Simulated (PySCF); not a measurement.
# C5H6O3: magnetic properties

Aim: compute the magnetic properties of C5H6O3 (`C=C(CC=O)C(=O)O`).

Computed with PySCF 2.14.0 and routines of our own; the level stands in each step. Atoms count from 0.

## 1. The system as given

14 atoms, charge 0, multiplicity 1; geometry from: GFN2-xTB.

## 2. Magnetic properties: GIAO KT3/pcSseg-1

The job: settings as JSON, then the geometry in Å.

```
{"job": {"kind": "mag", "xc": "KT3", "basis": "pcSseg-1", "isotopologues": 2}, "charge": 0, "multiplicity": 1}
C      0.064026     1.617989    -0.682701
C      0.189156     0.474128    -0.017203
C     -0.787820     0.007599     1.025411
C     -1.681105    -1.061507     0.443378
O     -2.873848    -0.995873     0.381123
C      1.321736    -0.454091    -0.269009
O      1.511283    -1.470728     0.352130
O      2.132065    -0.061027    -1.258850
H     -0.757566     2.289437    -0.498767
H      0.783165     1.913063    -1.426496
H     -0.232292    -0.452946     1.846742
H     -1.394205     0.836038     1.390250
H     -1.122919    -1.936056     0.063574
H      2.847646    -0.706498    -1.371748
```

Method: GIAO KT3/pcSseg-1 magnetisability, rotational g tensor and spin-rotation constants, non-relativistic, gas phase.

Launch:

```
OMP_NUM_THREADS=1 python excited_run.py task.json out
```

The driver reads the jobs from task.json and runs them one after another.

What it wrote:

```text
coarse grid: 12408 points
cycle   1  E = -425.4337586394  dE =  1.363e+00  |g| = 1.339e+00  |ddm| = 3.518e+00
cycle   2  E = -422.7440314601  dE =  2.690e+00  |g| = 3.476e+00  |ddm| = 4.345e+00
cycle   3  E = -425.5666648835  dE = -2.823e+00  |g| = 8.940e-01  |ddm| = 3.869e+00
cycle   4  E = -425.7672836761  dE = -2.006e-01  |g| = 1.763e-01  |ddm| = 9.994e-01
cycle   5  E = -425.7671510217  dE =  1.327e-04  |g| = 1.597e-01  |ddm| = 2.519e-01
cycle   6  E = -425.7722727070  dE = -5.122e-03  |g| = 5.913e-02  |ddm| = 1.712e-01
cycle   7  E = -425.7729872423  dE = -7.145e-04  |g| = 2.738e-02  |ddm| = 6.271e-02
cycle   8  E = -425.7731358226  dE = -1.486e-04  |g| = 6.526e-03  |ddm| = 2.274e-02
cycle   9  E = -425.7731445383  dE = -8.716e-06  |g| = 2.467e-03  |ddm| = 7.421e-03
final grid: 121896 points
cycle  10  E = -425.8792268382  dE = -2.033e-04  |g| = 2.363e-02  |ddm| = 6.141e-02
cycle  11  E = -425.8787995189  dE =  4.273e-04  |g| = 5.199e-02  |ddm| = 5.705e-02
cycle  12  E = -425.8793112521  dE = -5.117e-04  |g| = 8.715e-03  |ddm| = 4.305e-02
cycle  13  E = -425.8793263963  dE = -1.514e-05  |g| = 1.819e-03  |ddm| = 6.678e-03
cycle  14  E = -425.8793270865  dE = -6.903e-07  |g| = 5.969e-04  |ddm| = 1.819e-03
cycle  15  E = -425.8793271589  dE = -7.230e-08  |g| = 2.771e-04  |ddm| = 6.587e-04
cycle  16  E = -425.8793271785  dE = -1.960e-08  |g| = 6.590e-05  |ddm| = 3.031e-04
cycle  17  E = -425.8793271791  dE = -6.178e-10  |g| = 4.484e-05  |ddm| = 7.788e-05
cycle  18  E = -425.8793271795  dE = -3.872e-10  |g| = 6.489e-06  |ddm| = 3.768e-05
converged SCF energy = -425.8793271795

Magnetisability tensor (1e-30 J/T^2)
     -731.13     -122.68      -82.22
     -122.68     -841.78      -44.41
      -82.22      -44.41     -985.22
isotropic -852.71   principal values   -1044.65   -868.01   -645.47
isotropic susceptibility -51.351 1e-6 cm^3/mol

Inertial axes            a          b          c
rot. const./GHz      3.6621     1.3549     1.1082
chi total           -44.409    -47.221    -62.423
chi diamagnetic    -418.574   -921.501  -1119.308
chi paramagnetic    374.164    874.280   1056.885
quadrupole/D A       -4.218      2.276      1.942
g nuclear            0.5815     0.5328     0.5389
g electronic        -0.6437    -0.5565    -0.5503
g total             -0.0622    -0.0237    -0.0113

Spin-rotation constants (kHz, H = +C I.J)
atom  isotope        aa         bb         cc
  8     1H       -0.051      0.005     -0.120
  9     1H        0.172     -0.097     -0.093
 10     1H       -0.346     -0.054     -0.021
 11     1H       -0.233     -0.038     -0.091
 12     1H       -0.104      0.036     -0.051
 13     1H       -0.090     -0.013     -0.146
  0    13C*       1.476      0.458      0.196
  1    13C*       1.533      0.434      0.222
  2    13C*       0.784      0.267      0.202
  3    13C*       1.483      0.543      0.424
  4    17O*      -3.196     -0.568     -0.445
  5    13C*       1.702      0.427      0.323
  6    17O*      -1.556     -0.741     -0.203
  7    17O*      -0.602     -0.407     -0.193
* in the singly substituted isotopologue

Isotopologues: g along a, b, c
2H    at 8,9,10,11,12,1    -0.0542    -0.0224    -0.0105
13C   at 0                 -0.0605    -0.0237    -0.0113
```

It took 52 s on 1 thread of Arm Neoverse N1, shared host; peak memory 0.63 GiB.

In short:

| quantity | value |
| --- | --- |
| magnetisability | -853·10⁻³⁰ J/T² |
| molar susceptibility | -51.4·10⁻⁶ cm³/mol |
| rotational g (a, b, c) | -0.0622, -0.0237, -0.0113 |

## 3. Magnetic properties: GIAO BLYP/cc-pVDZ

Settings changed since step 2:

```diff
@@ -1,2 +1,2 @@
-{"job": {"kind": "mag", "xc": "KT3", "basis": "pcSseg-1", "isotopologues": 2}, "charge": 0, "multiplicity": 1}
+{"job": {"kind": "mag", "xc": "BLYP", "basis": "cc-pVDZ"}, "charge": 0, "multiplicity": 1}
 C      0.064026     1.617989    -0.682701
```

Level: GIAO BLYP/cc-pVDZ magnetisability, rotational g tensor and spin-rotation constants, non-relativistic, gas phase.

What it wrote:

```text
coarse grid: 12408 points
cycle   1  E = -419.3246408763  dE =  1.391e+00  |g| = 1.348e+00  |ddm| = 7.946e+00
cycle   2  E = -416.3844662805  dE =  2.940e+00  |g| = 3.626e+00  |ddm| = 6.097e+00
cycle   3  E = -419.4249968676  dE = -3.041e+00  |g| = 9.838e-01  |ddm| = 4.836e+00
cycle   4  E = -419.6711777148  dE = -2.462e-01  |g| = 1.670e-01  |ddm| = 1.647e+00
cycle   5  E = -419.6671687158  dE =  4.009e-03  |g| = 2.049e-01  |ddm| = 4.925e-01
cycle   6  E = -419.6758673549  dE = -8.699e-03  |g| = 6.926e-02  |ddm| = 3.202e-01
cycle   7  E = -419.6768401836  dE = -9.728e-04  |g| = 2.642e-02  |ddm| = 1.060e-01
cycle   8  E = -419.6769789307  dE = -1.387e-04  |g| = 7.419e-03  |ddm| = 3.690e-02
cycle   9  E = -419.6769907867  dE = -1.186e-05  |g| = 2.569e-03  |ddm| = 1.303e-02
cycle  10  E = -419.6769912301  dE = -4.434e-07  |g| = 2.058e-03  |ddm| = 6.372e-03
final grid: 121896 points
cycle  11  E = -419.6979366794  dE = -2.738e-05  |g| = 9.965e-03  |ddm| = 6.695e-02
cycle  12  E = -419.6978286601  dE =  1.080e-04  |g| = 2.370e-02  |ddm| = 4.775e-02
cycle  13  E = -419.6979565264  dE = -1.279e-04  |g| = 5.092e-03  |ddm| = 3.304e-02
cycle  14  E = -419.6979620476  dE = -5.521e-06  |g| = 6.556e-04  |ddm| = 7.562e-03
cycle  15  E = -419.6979621196  dE = -7.199e-08  |g| = 3.394e-04  |ddm| = 1.200e-03
cycle  16  E = -419.6979621437  dE = -2.409e-08  |g| = 8.312e-05  |ddm| = 4.780e-04
cycle  17  E = -419.6979621449  dE = -1.267e-09  |g| = 3.269e-05  |ddm| = 1.377e-04
cycle  18  E = -419.6979621451  dE = -2.141e-10  |g| = 1.258e-05  |ddm| = 5.636e-05
converged SCF energy = -419.6979621451

Magnetisability tensor (1e-30 J/T^2)
     -700.52     -129.76      -88.52
     -129.76     -830.15      -52.89
      -88.52      -52.89     -979.55
isotropic -836.74   principal values   -1046.43   -850.18   -613.62
isotropic susceptibility -50.390 1e-6 cm^3/mol

Inertial axes            a          b          c
rot. const./GHz      3.6621     1.3549     1.1082
chi total           -42.575    -46.102    -62.493
chi diamagnetic    -418.598   -920.071  -1118.609
chi paramagnetic    376.023    873.969   1056.116
quadrupole/D A       -2.986      1.039      1.947
g nuclear            0.5815     0.5328     0.5389
g electronic        -0.6469    -0.5563    -0.5499
g total             -0.0654    -0.0235    -0.0109

Spin-rotation constants (kHz, H = +C I.J)
atom  isotope        aa         bb         cc
  8     1H       -0.063      0.006     -0.125
  9     1H        0.170     -0.101     -0.095
 10     1H       -0.351     -0.056     -0.021
 11     1H       -0.233     -0.041     -0.095
 12     1H       -0.089      0.036     -0.052
 13     1H       -0.102     -0.016     -0.156
  0    13C*       1.419      0.441      0.182
  1    13C*       1.505      0.433      0.211
  2    13C*       0.752      0.254      0.194
  3    13C*       1.495      0.524      0.405
  4    17O*      -3.265     -0.552     -0.428
  5    13C*       1.640      0.417      0.302
  6    17O*      -1.483     -0.743     -0.185
  7    17O*      -0.566     -0.388     -0.177
* in the singly substituted isotopologue
```

It took 45 s on 1 thread of Arm Neoverse N1, shared host; peak memory 0.55 GiB.

Key values:

| quantity | value |
| --- | --- |
| magnetisability | -837·10⁻³⁰ J/T² |
| molar susceptibility | -50.4·10⁻⁶ cm³/mol |
| rotational g (a, b, c) | -0.0654, -0.0235, -0.0109 |

## 4. The levels compared

| level | ξ (10⁻³⁰ J/T²) | g(a) | g(b) | gap (eV) | functions | time |
| --- | --- | --- | --- | --- | --- | --- |
| GIAO KT3/pcSseg-1 | -853 | -0.0622 | -0.0237 | 3.30 | 166 | 52 s |
| GIAO BLYP/cc-pVDZ | -837 | -0.0654 | -0.0235 | 3.13 | 142 | 45 s |

## 5. Results

| quantity | value |
| --- | --- |
| magnetisability (step 2, GIAO KT3/pcSseg-1) | -853·10⁻³⁰ J/T² |
| molar susceptibility (step 2, GIAO KT3/pcSseg-1) | -51.4·10⁻⁶ cm³/mol |
| rotational g (a, b, c) (step 2, GIAO KT3/pcSseg-1) | -0.0622, -0.0237, -0.0113 |
| magnetisability over the levels | -853 to -837·10⁻³⁰ J/T² |

**Reading.** The magnetisability spreads by 1.9 % over 2 levels of like cost. Two levels can agree by chance, so this spread shows no convergence. Vibrational averaging and real surroundings are missing from these values.
